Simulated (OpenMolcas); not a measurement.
# Nb⁴⁺ among point charges: CASSCF and CASPT2 levels and susceptibility

Aim: the splitting of the states of Nb⁴⁺ in the field of 6 point charges, its lowest levels with spin-orbit coupling and its magnetic susceptibility.

The numbers are computed with OpenMolcas 26.06 (state-averaged CASSCF and CASPT2, spin-orbit coupling by RASSI with atomic mean-field integrals), except any that are marked as measured or tabulated.

## (1) Starting point

| Property | Result |
| --- | --- |
| Species | Nb⁴⁺ (niobium, Z = 41, 37 electrons) |
| Basis | ANO-RCC-VDZP [6s5p3d1f], 43 functions |
| Scalar Hamiltonian | DKH2, point nucleus |
| Inactive shells | 1s 2s 2p 3s 3p 3d 4s 4p |
| Active space | 1 electron in 5 orbitals (4d) |
| Some configurations of this space | 4d |
| Orbitals | optimised for each spin and parity, averaged over all roots |

Outer shells as boxes (Hund's rule):

4d
```
4d [↑ ][  ][  ][  ][  ]
```

The ion sits among 6 point charges of -1.7 e arranged as a tetragonal octahedron (D4h), 1.94 Å from the ion, with the axial distance 2.328 Å.

Each step is its own input file, run in one work folder so that later steps find the files of earlier ones. Labels, J, g values, rates, χT and fits are worked out afterwards by a script from the matrices that RASSI stores. The input lists half of the charges; inversion (Group=XYZ) makes the rest.

## (2) One- and two-electron integrals

a.inp

```
&GATEWAY
Coord
1

Nb 0.0 0.0 0.0
Basis=ANO-RCC-VDZP
Group=XYZ
NoMove
AngMom=0.0 0.0 0.0
AMFI
XField
3 Angstrom 0
1.940000 0.000000 0.000000 -1.700000
0.000000 1.940000 0.000000 -1.700000
0.000000 0.000000 2.328000 -1.700000
&SEWARD
```

Run with:

```console
OMP_NUM_THREADS=1 MOLCAS_MEM=1689 MOLCAS_PROJECT=a pymolcas a.inp > a.log
```

## (3) Reference wave functions, doublets of even parity, 5 roots

a.inp

```
&RASSCF
FileOrb=start.orb
Symmetry=1
Spin=2
nActEl=1 0 0
Inactive=9 9
Ras2=5 0
CIRoot=5 5 1
SDav=5
CIMx=300
Iter=120 100
PrWF=0.3
OrbListing=Nothing
MaxOrb=0
>>> COPY $Project.JobIph JOB001
```

start.orb holds the contracted functions of the basis, ordered by shell, or the orbitals of the step before.

## (4) State interaction with spin-orbit coupling

a.inp

```
&RASSI
NrOfJobIphs=1 5
1 2 3 4 5
IphNames
JOB001
EJob
SpinOrbit
DIPRint=1.0
SOCoupling=1000.0
Subsets=2
Property=9
'ANGMOM' 1 'ANGMOM' 2 'ANGMOM' 3 'MLTPL  1' 1 'MLTPL  1' 2 'MLTPL  1' 3
'AMFI' 1 'AMFI' 2 'AMFI' 3
SOProperty=3
'ANGMOM' 1 'ANGMOM' 2 'ANGMOM' 3
```

## (5) CASPT2: IPEA 0.25, imaginary shift 0.1 (closed shells correlated: 4s 4p)

a.inp

```
>>> COPY JOB001 $Project.JobIph
&CASPT2
Multistate=5 1 2 3 4 5
NoMult
Frozen=8 6
IPEA=0.25
Imaginary=0.1
MaxIter=60
WThr=0.0 0.3 0.05
PrWF=0.5
NoMix
```

(Steps that only read results are left out.)

What does the calculation give? Wanted: spin-free ground state; first state of the same spin within the active space; lowest level; next level.

The runs gave:

| quantity | value |
| --- | --- |
| method | SS-CASPT2, IPEA 0.25, imaginary shift 0.1 (closed shells correlated: 4s 4p) |
| spin-free ground state | 2E, 2-fold in its orbital part |
| first state of the same spin within the active space | 2B2 at 5330 cm⁻¹ |
| lowest level | 2-fold E1/2, g = 0.03, 0.56, 0.56 |
| next level | 728.5 cm⁻¹ |
| χT at 300 K | 0.14 cm³ K/mol |
| effective moment at 300 K | 1.06 μB |

Cost by method:

| method | time of its own steps | time with the reference |
| --- | --- | --- |
| A. CASSCF | 1.7 s | 1.7 s |
| B. SS-CASPT2, IPEA 0.25, imaginary shift 0.1, +4s 4p | 0.42 s | 2.1 s |

Times are of one thread on a shared host.

The spin-free ground state (2E) comes to 100 % from free-ion D terms and keeps the highest spin of the shell. χT at 300 K is 0.14, against 0.38 cm³ K/mol for the spin alone, so orbital moment lowers it. The field of point charges can differ much from that of real complexes. Point charges carry no covalency, so the field is a model and not that of real ligands.
